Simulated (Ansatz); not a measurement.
**C₂H₈FN₂Nb: basis-set convergence**

An exercise on one series of results from a longer session: the logs are not shown, and one member is left open.

The runs use Ansatz 0.2.0, Gaussian basis; one geometry, several basis sets.

Levels to be run: PBE0-D4/def2-SVP; ωB97M-V/def2-SVP; PBE0-D4/def2-QZVPP; ωB97M-V/def2-QZVPP; the functionals' def2-TZVPP values are taken from earlier runs.

## Structure used throughout

The geometry comes from an earlier relaxation with PBE0-D4 in a triple-zeta def2 set; it is a stationary point, not always the lowest conformer. Nb takes the def2 core potential; no spin-orbit term is included.

SMILES `C[N]=[Nb]([CH3])([NH2])[F]`, 14 atoms, charge 0, spin multiplicity 1.

Atoms are counted from 1 here; the program's logs count them from 0.

Bond lengths: C1–N2 1.419 Å, C1–H7 1.096 Å, C1–H8 1.096 Å, C1–H9 1.096 Å, N2–Nb3 1.743 Å, Nb3–C4 2.163 Å, Nb3–N5 1.967 Å, Nb3–F6 1.897 Å, C4–H10 1.097 Å, C4–H11 1.096 Å, C4–H12 1.092 Å, N5–H13 1.008 Å, N5–H14 1.012 Å. Angles: N2–C1–H7 110.7°, N2–C1–H8 111.6°, N2–C1–H9 110.6°, H7–C1–H8 108.1°, H7–C1–H9 107.7°, H8–C1–H9 107.9°, C1–N2–Nb3 173.4°, N2–Nb3–C4 103.0°, N2–Nb3–N5 104.3°, N2–Nb3–F6 114.0°, C4–Nb3–N5 107.4°, C4–Nb3–F6 109.8°, N5–Nb3–F6 117.2°, Nb3–C4–H10 110.2°, Nb3–C4–H11 109.3°, Nb3–C4–H12 112.6°, H10–C4–H11 108.2°, H10–C4–H12 108.5° and more.

Coordinates:

```
C    -0.96023   -2.14754    0.76371
N    -0.49584   -0.82659    0.53223
Nb    0.13747    0.79416    0.43815
C     1.86043    0.56849   -0.85041
N    -1.22476    1.79201   -0.57001
F     0.67588    1.51146    2.11007
H    -0.47174   -2.85420    0.08369
H    -0.76126   -2.47013    1.79163
H    -2.04083   -2.21264    0.59302
H     2.30854    1.54786   -1.05906
H     2.61074   -0.05166   -0.34680
H     1.61313    0.09065   -1.80082
H    -2.08671    1.43441   -0.95164
H    -1.17763    2.79431   -0.70496
```

Set-up of the first run:

File in.yaml:

```yaml
crystal:
  periodic: [false, false, false]
  atoms:
    - {symbol: C, position_ang: [-0.960227, -2.147541, 0.763712]}
    - {symbol: N, position_ang: [-0.495841, -0.826589, 0.532228]}
    - {symbol: Nb, position_ang: [0.137469, 0.794163, 0.438149]}
    - {symbol: C, position_ang: [1.860429, 0.568486, -0.850414]}
    - {symbol: N, position_ang: [-1.224761, 1.792008, -0.570010]}
    - {symbol: F, position_ang: [0.675880, 1.511462, 2.110072]}
    - {symbol: H, position_ang: [-0.471738, -2.854197, 0.083692]}
    - {symbol: H, position_ang: [-0.761255, -2.470128, 1.791626]}
    - {symbol: H, position_ang: [-2.040828, -2.212635, 0.593022]}
    - {symbol: H, position_ang: [2.308544, 1.547858, -1.059064]}
    - {symbol: H, position_ang: [2.610740, -0.051660, -0.346795]}
    - {symbol: H, position_ang: [1.613128, 0.090649, -1.800821]}
    - {symbol: H, position_ang: [-2.086712, 1.434413, -0.951639]}
    - {symbol: H, position_ang: [-1.177626, 2.794308, -0.704959]}
basis:
  gaussian: {orbitals: def2-SVP}
hamiltonian: {xc: pbe0, dispersion: d4}
output: {orbitals: {seedname: orbitals}}
```

Steps of the session up to this table: PBE0-D4 in def2-SVP; ωB97M-V in def2-SVP; PBE0-D4 in def2-QZVPP; ωB97M-V in def2-QZVPP.

One of the session's tables, all rows but one given; the rest of the session is left out.

It belongs to the step «Density functionals: the series». 

```
functional       basis  HOMO (eV)
   PBE0-D4    def2-SVP      -7.14
   PBE0-D4  def2-TZVPP      -7.21
   PBE0-D4  def2-QZVPP      -7.24
   ωB97M-V    def2-SVP      -9.44
   ωB97M-V  def2-TZVPP          ?
   ωB97M-V  def2-QZVPP      -9.54
```

Estimate the missing values for ωB97M-V, def2-TZVPP.

The run gave: HOMO (eV): -9.51. In the column «HOMO (eV)» it lies between ωB97M-V, def2-QZVPP (-9.54) and ωB97M-V, def2-SVP (-9.44).
